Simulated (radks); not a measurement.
# K in [Ar] 3d1: an all-electron calculation

An exercise on one series of results from a longer session: the logs are not shown, and one member is left open.

The numbers are computed with radks (a radial shooting solver on a logarithmic mesh, Libxc functionals) version 1 (Dirac Kohn-Sham, LDA (Slater exchange, VWN5 correlation), spin-unpolarised, spherical densities, point nucleus; open shells are shared between the two j in proportion to 2j + 1), except any that are marked as measured or tabulated.

## The system

```
element       : potassium (Z = 19)
charge        : 0
electrons     : 19
configuration : [Ar] 3d1
```

The outer shells:

K
```
[Ar] core
3d [↑ ][  ][  ][  ][  ]
```

Set-up of the first run:

Settings of this run:

```text
Z 19
configuration [Ar] 3d1
relativity Dirac
functional lda,vwn5
spin unpolarised
j_filling average
nucleus point
c 137.035999084
```

One table of the session follows, with a row left open; its other results are not shown here.

It belongs to the step «Radial structure». Radial moments (bohr):

```
level      <r>  outermost maximum (interpolated)  90 % within  nodes
1s1/2  0.08124                            0.0531        0.145      0
2s1/2   0.3889                             0.319        0.607      1
2p1/2   0.3495                             0.261        0.579      0
2p3/2   0.3520                             0.263        0.582      0
3s1/2    1.271                              1.08         1.92      2
3p1/2    1.430                              1.15         2.24      1
3p3/2    1.439                              1.16         2.25      1
3d3/2    7.901                              6.97         13.7      0
3d5/2        ?                                 ?            ?      ?
```

Estimate the missing values for 3d5/2.

As computed: <r>: 7.924; outermost maximum (interpolated): 6.99; 90 % within: 13.8; nodes: 0. In the column «<r>» it is the highest.
